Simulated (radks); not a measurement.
# Taking charge from the 4s level of Sr⁺ in fractions

What happens to E and to the 4s eigenvalue of Sr⁺ when a fraction of an electron is removed? The exact functional would give straight lines between whole numbers for a frontier level.

Method: scalar-relativistic Kohn-Sham, PBE, spin-polarised, spherical densities, finite nucleus; open shells are filled with parallel spins first. Code: radks (a radial shooting solver on a logarithmic mesh, Libxc functionals) version 1.

## Step 1: The atom as given

```
element            : strontium (Z = 38)
charge             : +1
electrons          : 37
configuration      : [Ar] 3d10 4s(up 1, down 1) 4p6 5s1
nuclear rms radius : 4.224 fm
```

A shell typed twice in an input gives spin up, then spin down.

## Step 2: Start: [Ar] 3d10 4s(up 1, down 1) 4p6 5s1

Input:

```text
Z 38
configuration [Ar] 3d10 4s1 4s1 4p6 5s1
relativity scalar-relativistic
functional pbe,pbe
spin polarised
nucleus finite rms 4.224 fm
c 137.035999084
```

## Step 3: 0.125 electron removed from 4s

Input:

```text
Z 38
configuration [Ar] 3d10 4s1 4s0.875 4p6 5s1
relativity scalar-relativistic
functional pbe,pbe
spin polarised
nucleus finite rms 4.224 fm
c 137.035999084
```

## Step 4: 0.25 electron removed from 4s

Input:

```text
Z 38
configuration [Ar] 3d10 4s1 4s0.75 4p6 5s1
relativity scalar-relativistic
functional pbe,pbe
spin polarised
nucleus finite rms 4.224 fm
c 137.035999084
```

## Step 5: 0.375 electron removed from 4s

Input:

```text
Z 38
configuration [Ar] 3d10 4s1 4s0.625 4p6 5s1
relativity scalar-relativistic
functional pbe,pbe
spin polarised
nucleus finite rms 4.224 fm
c 137.035999084
```

## Step 6: 0.5 electron removed from 4s

Input:

```text
Z 38
configuration [Ar] 3d10 4s1 4s0.5 4p6 5s1
relativity scalar-relativistic
functional pbe,pbe
spin polarised
nucleus finite rms 4.224 fm
c 137.035999084
```

## Step 7: 0.625 electron removed from 4s

Input:

```text
Z 38
configuration [Ar] 3d10 4s1 4s0.375 4p6 5s1
relativity scalar-relativistic
functional pbe,pbe
spin polarised
nucleus finite rms 4.224 fm
c 137.035999084
```

## Step 8: 0.75 electron removed from 4s

Input:

```text
Z 38
configuration [Ar] 3d10 4s1 4s0.25 4p6 5s1
relativity scalar-relativistic
functional pbe,pbe
spin polarised
nucleus finite rms 4.224 fm
c 137.035999084
```

## Step 9: 0.875 electron removed from 4s

Input:

```text
Z 38
configuration [Ar] 3d10 4s1 4s0.125 4p6 5s1
relativity scalar-relativistic
functional pbe,pbe
spin polarised
nucleus finite rms 4.224 fm
c 137.035999084
```

## Step 10: 1 electron removed from 4s

Input:

```text
Z 38
configuration [Ar] 3d10 4s1 4s0 4p6 5s1
relativity scalar-relativistic
functional pbe,pbe
spin polarised
nucleus finite rms 4.224 fm
c 137.035999084
```

What does the calculation give? Wanted: for each run, removed; E − E(0); eigenvalue; E minus straight line.

As calculated:

| removed (e) | E − E(0) (eV) | eigenvalue (eV) | E minus straight line (eV) |
| --- | --- | --- | --- |
| 0 | 0.000 | -47.147 | 0.000 |
| 0.125 | 5.993 | -48.752 | -0.719 |
| 0.25 | 12.187 | -50.374 | -1.237 |
| 0.375 | 18.584 | -52.011 | -1.551 |
| 0.5 | 25.188 | -53.664 | -1.659 |
| 0.625 | 31.999 | -55.332 | -1.560 |
| 0.75 | 39.019 | -57.013 | -1.251 |
| 0.875 | 46.250 | -58.707 | -0.732 |
| 1 | 53.694 | -60.413 | 0.000 |

**Reading.** Removing the whole electron costs 53.694 eV, against 47.147 eV from minus the starting eigenvalue. Slater's transition state, half an electron removed, gives 53.664 eV. The trapezoid integral of minus the eigenvalue gives 53.704 eV over the range, against 53.694 eV from the energies (Janak's theorem; approximate here, since the scalar-relativistic density holds large components alone). The eigenvalue moves by 13.3 eV per electron. E bends below the straight line by 1.66 eV at 0.5 electron removed.
